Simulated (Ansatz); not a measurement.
Working through an equation of state with a fit of LaAl₂BRu₂, space group P4/mmm

Computed with Ansatz's Python interface.

Run as a notebook:

```python
import warnings

import ansatz as az
import numpy as np

VECTORS = np.array([
    [4.2105, 0.0, 0.0],
    [0.0, 4.2105, 0.0],
    [0.0, 0.0, 5.6613],
])
SITES = [
    ("La", (0.0, 0.0, 0.5)),
    ("Al", (0.5, 0.5, 0.2537)),
    ("Al", (0.5, 0.5, 0.7463)),
    ("B", (0.0, 0.0, 0.0)),
    ("Ru", (0.0, 0.5, 0.0)),
    ("Ru", (0.5, 0.0, 0.0)),
]
```

```python
def make_crystal(cell):
    crystal = az.Crystal(lattice=az.Lattice.of(cell))
    for symbol, position in SITES:
        crystal = crystal.atom(symbol, position)
    return crystal
```

```python
warnings.simplefilter("ignore", az.DeckWarning)
```

```python
# uniform scaling of the cell
volumes, energies = [], []
for scale in np.linspace(0.9, 1.1, 9):
    cell = VECTORS * scale ** (1 / 3)
    job = (
        make_crystal(cell).calculation()
        .functional("pbesol")
        .basis(510)
        .occupations("Marzari-Vanderbilt", width=0.05)
        .kpoints(6, 6, 4)
    )
    r = job.run().report
    volumes.append(abs(np.linalg.det(cell)) / len(SITES))
    energies.append(r["free_energy_ev"] / len(SITES))
    print(f"V = {volumes[-1]:8.4f} A^3/atom  F = {energies[-1]:.5f} eV/atom")

# third-order Birch-Murnaghan: a cubic in V^(-2/3)
x = np.array(volumes) ** (-2 / 3)
poly = np.polynomial.Polynomial.fit(x, energies, 3).convert()
roots = poly.deriv().roots()
x0 = min((r.real for r in roots if abs(r.imag) < 1e-9 and poly.deriv(2)(r.real) > 0), key=lambda r: abs(r - x.mean()))
v0 = x0 ** -1.5
b0 = 4 / 9 * poly.deriv(2)(x0) * v0 ** (-7 / 3) * 160.21766
b1 = 4 + 2 / 3 * x0 * poly.deriv(3)(x0) / poly.deriv(2)(x0)
print(f"V0 = {v0:.4f} A^3/atom, B0 = {b0:.1f} GPa, dB/dP = {b1:.2f}")
```

    V =  15.0548 A^3/atom  F = -3166.55478 eV/atom
    V =  15.4730 A^3/atom  F = -3166.58948 eV/atom
    V =  15.8912 A^3/atom  F = -3166.61012 eV/atom
    V =  16.3094 A^3/atom  F = -3166.61864 eV/atom
    V =  16.7275 A^3/atom  F = -3166.61656 eV/atom
    V =  17.1457 A^3/atom  F = -3166.60508 eV/atom
    V =  17.5639 A^3/atom  F = -3166.58539 eV/atom
    V =  17.9821 A^3/atom  F = -3166.55851 eV/atom
    V =  18.4003 A^3/atom  F = -3166.52537 eV/atom
    V0 = 16.4280 A^3/atom, B0 = 154.4 GPa, dB/dP = 4.19

A third-order Birch-Murnaghan fit through the 9 points has its minimum at 16.43 Å³ an atom, 1.8 % below the typed cell, with a bulk modulus of 154 GPa and dB/dP = 4.2. From that minimum the energy rises by 64.3 meV an atom on the compressed side and 93.7 meV on the expanded side.

What to keep in mind:
- Absolute energies stand on the zero of these potentials, so only differences at equal settings mean something.
- No spin polarisation was allowed.
- Shape and fractional positions are held along the curve, so the bulk modulus is an upper value where they are free to relax.
- For a metal this k-point mesh is coarse: on a finer one energies can move by several to tens of meV an atom and pressures by half a GPa or more, differences at one mesh by less.
- The starting cell is as deposited in a crystallographic database; the results hold for this polymorph, which needn't be the stable one.
- Wall time of the script: 55 s on 1 thread of Arm Neoverse V1, on a shared host, peak memory 0.52 GiB.
